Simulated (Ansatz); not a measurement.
# Ge2Sb2Te5 (P1) in Ansatz: single point with PBE

Aim: the single point of Ge2Sb2Te5 with PBE.

All numbers are computed with Ansatz 0.2.0; they aren't measurements. Logs are shortened: lines on timing, memory, paths and dates and some standing lists are left out, and cuts for length are marked.

**1. The cell of the first run**

The typed cell holds 9 atoms: a = 7.523 Å, b = 7.467 Å, c = 9.672 Å, α = 130.09°, β = 130.16°, γ = 48.29°.

The cell comes from a database or a generator and needn't be the stable form of this composition.

**2. Single point, PBE (strained by -1 %)**

Input file input.yaml:

```yaml
crystal:
  lattice:
    - [6.85446603, -3.10020168, 0.0]
    - [6.82380597, 3.03181032, 0.0]
    - [-6.830977, 0.034154885, 6.847609]
  atoms:
    - { symbol: Te, position: [0.594702, 0.594702, 0.386433] }
    - { symbol: Te, position: [0.795288, 0.795288, 0.196112] }
    - { symbol: Te, position: [0.008324, 0.008324, 0.006435] }
    - { symbol: Te, position: [0.206519, 0.206519, 0.809803] }
    - { symbol: Te, position: [0.399959, 0.399959, 0.597118] }
    - { symbol: Sb, position: [0.901708, 0.901708, 0.587873] }
    - { symbol: Sb, position: [0.11187, 0.11187, 0.417352] }
    - { symbol: Ge, position: [0.284287, 0.284287, 0.18783] }
    - { symbol: Ge, position: [0.497343, 0.497343, 0.011044] }
hamiltonian:
  xc: pbe
  pseudopotentials: { kind: paw }
kpoints:
  mp_grid: { grid: [4, 4, 3] }
scf:
  occupations: { method: fermi_dirac, width: 0.05 }
output:
  forces: true
  stress: true
  eigenvalues: true
```

Potentials or basis: Ansatz PAW.

Launch:

```sh
$ ansatz run input.yaml --threads 4 --pin off --max-ram 11264MiB --backend cpu --events-out ev --progress --plain --runs-dir out
```

The program printed:

```text
Warning: RAYON_NUM_THREADS=4 ignored (pool sized by the plan → 4); use --threads N
Engine: ansatz 0.2.0, aarch64-unknown-linux-gnu
Pseudopotentials: kind: paw
Pseudopotential: Te, paw, valence charge 16, recommended cutoff 420 eV (normal), Te.paw.azcp
Pseudopotential: Sb, paw, valence charge 15, recommended cutoff 420 eV (normal), Sb.paw.azcp
Pseudopotential: Ge, paw, valence charge 14, recommended cutoff 420 eV (normal), Ge.paw.azcp
Functional definition: PBE
  parameter kappa = 0.804
  parameter beta = 0.06672455060314922
  exchange = pbe_x(kappa = kappa, mu = beta*pi^2/3)
  correlation = pbe_c(beta = beta)
Crystal: 9 atoms, lattice volume = 287.166 Å³
Basis set: ecut = 420 eV, 5627 PW (Γ), exchange–correlation on 108×100×144 points (8 copies of the dense FFT grid, shifted against one another)
Bands: 83, of which v1, the nominal top of the filled ones, is band 69 counted from 1 (68 counted from 0)
Symmetry: 1 space group operations
Space group: P1 (ITA 1), of the structure as read, at distance tolerance 6.6e-5 Å
k-points: 26 of 48 (time reversal used)
Non-local potential: Te, projectors of the file, l = 0: 2, l = 1: 2, l = 2: 2, l = 3: 2
Non-local potential: Sb, projectors of the file, l = 0: 2, l = 1: 2, l = 2: 2, l = 3: 2
Non-local potential: Ge, projectors of the file, l = 0: 2, l = 1: 2, l = 2: 3, l = 3: 1
PAW form: soft (Blöchl's): semilocal exchange-correlation on the pseudo side does not see the compensation charge
PAW one-centre angular grid: Te, 590 points (default); XC on 64 Gauss nodes
PAW one-centre angular grid: Sb, 590 points (default); XC on 64 Gauss nodes
PAW one-centre angular grid: Ge, 590 points (default); XC on 64 Gauss nodes
Initial density: superposition of atomic densities (neutral atoms: chi_scale 0, normalization atom), corrected by the library's trained network
Initial wavefunctions: pseudopotential atomic-orbital guess
Functional: x = pbe(κ = 0.804, μ = 0.2195149727645171), c = pbe(β = 0.06672455060314922)
SCF iter   1: F=—  HF=-56459.300590 eV  |F-HF|=—  |Δ(HF+E_count)|=         —  Δρ=1.67e-3  dr2=2.14e-2  ethr=1.77e-3  ⟨swp⟩=6.3  Hψ=8169  notcnv=0  defer=22
preconditioner: auto → Kerker (q_TF=auto, 2.415 Å⁻¹)  [metal: Δε(μ)=0.059 eV  Ē_g=8.195 eV  σ=0.050 eV  W_gap=0.28  n_scr=62 (ndim 8)  ℏωp=15.2 eV  f_vac=0.052  D(μ)=1.07/eV (n_scr^D=0)]
SCF iter   2: F=—  HF=-56459.293668 eV  |F-HF|=—  |Δ(HF+E_count)|=   6.92e-3  Δρ=9.89e-4  dr2=7.51e-3  ethr=1.55e-5  ⟨swp⟩=2.5  Hψ=4009  notcnv=0  defer=75
SCF iter   3: F=—  HF=-56459.292921 eV  |F-HF|=—  |Δ(HF+E_count)|=   7.47e-4  Δρ=3.50e-4  dr2=4.68e-4  ethr=5.44e-6  ⟨swp⟩=3.0  Hψ=3830  notcnv=0  defer=75
SCF iter   4: F=—  HF=-56459.292722 eV  |F-HF|=—  |Δ(HF+E_count)|=   1.98e-4  Δρ=1.64e-4  dr2=1.26e-4  ethr=3.39e-7  ⟨swp⟩=2.0  Hψ=3167  notcnv=0  defer=75
SCF iter   5: F=—  HF=-56459.292716 eV  |F-HF|=—  |Δ(HF+E_count)|=   6.61e-6  Δρ=7.34e-5  dr2=3.00e-5  ethr=9.11e-8  ⟨swp⟩=2.0  Hψ=3823  notcnv=0  defer=75
SCF iter   6: F=—  HF=-56459.292781 eV  |F-HF|=—  |Δ(HF+E_count)|=   6.52e-5  Δρ=4.01e-5  dr2=1.00e-5  ethr=2.17e-8  ⟨swp⟩=2.0  Hψ=2911  notcnv=0  defer=75
SCF iter   7: F=—  HF=-56459.292782 eV  |F-HF|=—  |Δ(HF+E_count)|=   8.66e-7  Δρ=1.37e-5  dr2=2.44e-6  ethr=7.27e-9  ⟨swp⟩=3.0  Hψ=3893  notcnv=0  defer=75
SCF iter   8: F=—  HF=-56459.292783 eV  |F-HF|=—  |Δ(HF+E_count)|=   1.05e-6  Δρ=7.35e-6  dr2=4.97e-7  ethr=1.77e-9  ⟨swp⟩=2.0  Hψ=2516  notcnv=0  defer=75
SCF iter   9: F=-56459.292783 eV  HF=-56459.292783 eV  |F-HF|=2.37e-9  |Δ(HF+E_count)|=   2.66e-7  Δρ=3.16e-6  dr2=6.56e-8  ethr=7.25e-11  ⟨swp⟩=9.7  Hψ=10537  notcnv=0
SCF 1 converged in 9 iterations: F = -56459.292783 eV  dr2 = 6.56e-8
SCF converged after 9 iterations
Free energy (F): -56459.292783 eV
Harris-Foulkes:  -56459.292783 eV  (|F-HF|=2.37e-9)
Internal energy: -56459.281125 eV  (E = F + TS)
E sigma→0 (E₀):  -56459.286954 eV
Entropy (-TS):   -0.011658 eV (-1.295 meV/atom)
Fermi energy:    8.092034 eV
--- Per-component energies (eV) ---
  E_band       = -2036.792244
  E_kinetic    = 1529.419117
  E_local      = -15141.567258  (includes V_loc(G=0)·N_el)
  E_nonlocal   = -1.225815
  E_hartree    = 7952.884577
  E_xc         = -1046.459253
  E_vxc        = -837.704475  (∫ρ·V_xc dr)
  E_paw        = -36489.568046  (= ΣΔE_a)
  E_vpaw       = -3491.479617  (= ΣTr[D̂ρ^β])
  E_aug_tail   = -0.000336  (compensation charges beyond the density's cutoff)
  E_ewald      = -13262.764111
  E_smearing   = -0.011658  (= −TS)
  E_closure    = -0.000000  (closes the sum)
  Σ components = -56459.292783   (vs F -56459.292783, Δ=0.00e0)
--- Forces (eV/Å), atoms counted from 1 ---
  atom   1  Te     0.03252622    -0.01839498     0.02715051
  atom   2  Te     0.05472840     0.01059223    -0.01985851
  atom   3  Te    -0.00650587    -0.01581387    -0.01531375
  atom   4  Te     0.04615622    -0.00154921    -0.02904484
  atom   5  Te     0.04562661     0.00203117    -0.04235105
  atom   6  Sb     0.01251319     0.00421268    -0.07684920
  atom   7  Sb     0.02111342    -0.00067308     0.06423963
  atom   8  Ge    -0.15656039     0.00778259     0.02423601
  atom   9  Ge    -0.04959747     0.01181250     0.06778735
  max |Σ_I F_I| component: 3.86e-6 eV/Å
--- Stress (GPa, compression-positive) ---
       -0.188870       0.145406      -0.102273
        0.145406      -0.107695      -0.001771
       -0.102273      -0.001771      -0.132713
  P = ⅓ Tr σ = -0.1431 GPa (-1.431 kbar)
--- Band table (eV; the first three rows and the last of 26) ---
  k-point 0: bands = ["-28.6454", "-28.6307", "-28.6066", "-28.5915", "-28.5781", "-28.5596", "-28.5587", "-28.5498", "-28.5301", "-28.5269", "-28.5135", "-28.5111", "-28.5079", "-28.5024", "-28.5019", "-28.4422", "-28.4398", "-28.4115", "-28.4075", "-28.4029", "-28.2566", "-28.2522", "-28.0931", "-28.0899", "-28.0420", "-21.3153", "-21.3116", "-21.3093", "-21.3033", "-21.3021", "-21.2995", "-21.2990", "-21.2979", "-21.2920", "-21.2902", "-16.5856", "-16.5829", "-16.5800", "-16.5756", "-16.5703", "-16.5660", "-16.5633", "-16.5602", "-16.5588", "-16.5556", "-4.6145", "-2.8227", "-2.7074", "-2.5753", "-2.3381", "-0.9493", "-0.4210", "0.1952", "2.2266", "3.3537", "3.7653", "3.7926", "3.8528", "4.1933", "4.4948", "4.5769", "5.4178", "6.4054", "6.5907", "6.6217", "7.2424", "7.5496", "7.6278", "7.6376", "9.0938", "9.3897", "10.4786", "10.5196", "11.5063", "11.8720", "12.0948", "12.1826", "12.7051", "12.8228", "12.8794", "12.9663", "13.2383", "13.2975"]
  k-point 1: bands = ["-28.6454", "-28.6307", "-28.6066", "-28.5915", "-28.5781", "-28.5596", "-28.5587", "-28.5498", "-28.5301", "-28.5269", "-28.5135", "-28.5111", "-28.5079", "-28.5024", "-28.5019", "-28.4422", "-28.4398", "-28.4114", "-28.4075", "-28.4029", "-28.2566", "-28.2522", "-28.0931", "-28.0899", "-28.0420", "-21.3153", "-21.3116", "-21.3093", "-21.3033", "-21.3021", "-21.2995", "-21.2990", "-21.2979", "-21.2921", "-21.2902", "-16.5856", "-16.5829", "-16.5800", "-16.5756", "-16.5703", "-16.5660", "-16.5633", "-16.5602", "-16.5588", "-16.5556", "-4.3922", "-3.4097", "-2.7329", "-2.5288", "-2.3463", "-0.8291", "0.0303", "0.5366", "1.7428", "3.0888", "3.1360", "3.7326", "3.8404", "4.6252", "5.0631", "5.5173", "5.5874", "5.7881", "6.4144", "6.5341", "7.0602", "7.3691", "7.4183", "7.8165", "9.3152", "9.5495", "10.0637", "10.4625", "10.8849", "11.1063", "11.6230", "11.8131", "12.4811", "12.6432", "12.9620", "13.1277", "13.1435", "13.5161"]
  k-point 2: bands = ["-28.6452", "-28.6307", "-28.6065", "-28.5913", "-28.5781", "-28.5596", "-28.5587", "-28.5498", "-28.5301", "-28.5269", "-28.5135", "-28.5111", "-28.5079", "-28.5024", "-28.5019", "-28.4422", "-28.4398", "-28.4114", "-28.4075", "-28.4029", "-28.2566", "-28.2522", "-28.0931", "-28.0899", "-28.0420", "-21.3156", "-21.3116", "-21.3096", "-21.3033", "-21.3024", "-21.2997", "-21.2989", "-21.2979", "-21.2920", "-21.2901", "-16.5857", "-16.5829", "-16.5800", "-16.5756", "-16.5703", "-16.5660", "-16.5633", "-16.5602", "-16.5588", "-16.5556", "-4.3437", "-2.9070", "-2.7672", "-2.6949", "-2.3741", "-1.2259", "-0.6198", "0.0093", "1.5598", "3.5296", "4.0249", "4.3088", "4.6008", "4.9843", "5.1647", "5.4108", "5.8478", "6.0231", "6.3326", "6.5941", "6.8236", "7.1389", "7.6880", "7.8365", "9.2543", "9.4062", "9.6593", "10.3259", "10.7115", "10.8794", "11.1520", "11.2911", "11.8648", "11.9110", "12.3184", "12.7688", "13.0549", "13.2909"]
  k-point 25: bands = ["-28.6454", "-28.6307", "-28.6066", "-28.5915", "-28.5781", "-28.5596", "-28.5587", "-28.5498", "-28.5301", "-28.5269", "-28.5135", "-28.5111", "-28.5079", "-28.5024", "-28.5019", "-28.4422", "-28.4398", "-28.4114", "-28.4075", "-28.4029", "-28.2566", "-28.2522", "-28.0931", "-28.0899", "-28.0420", "-21.3157", "-21.3117", "-21.3089", "-21.3032", "-21.3021", "-21.2995", "-21.2993", "-21.2980", "-21.2919", "-21.2900", "-16.5858", "-16.5827", "-16.5800", "-16.5756", "-16.5703", "-16.5660", "-16.5633", "-16.5603", "-16.5588", "-16.5556", "-4.1606", "-3.6773", "-2.8349", "-2.5564", "-2.4353", "-0.5796", "0.0531", "0.8667", "1.4021", "2.9447", "3.2489", "3.9957", "4.4326", "4.5894", "4.6551", "5.3419", "5.5397", "5.6464", "6.0723", "6.7391", "7.1770", "7.2999", "7.4685", "7.8910", "8.7382", "9.2163", "10.2098", "10.7347", "11.0088", "11.4138", "11.7165", "11.9921", "12.1823", "12.3432", "12.4598", "12.8749", "13.0402", "13.2301"]
```

Run time: 15 s. Hardware: 4 threads of Arm Neoverse V2, shared host; peak memory 1.1 GiB.

Results:

```yaml
Free_energy: -56459.2928 eV
Pressure: -0.1 GPa
Largest_force: 0.159 eV/Å
Band_gap_on_the_k_mesh: none (metal or under the smearing width)
```

Forces in eV/Å, atoms in the order of the input:
```
Te   0.033 -0.018  0.027
Te   0.055  0.011 -0.020
Te  -0.007 -0.016 -0.015
Te   0.046 -0.002 -0.029
Te   0.046  0.002 -0.042
Sb   0.013  0.004 -0.077
Sb   0.021 -0.001  0.064
Ge  -0.157  0.008  0.024
Ge  -0.050  0.012  0.068
```
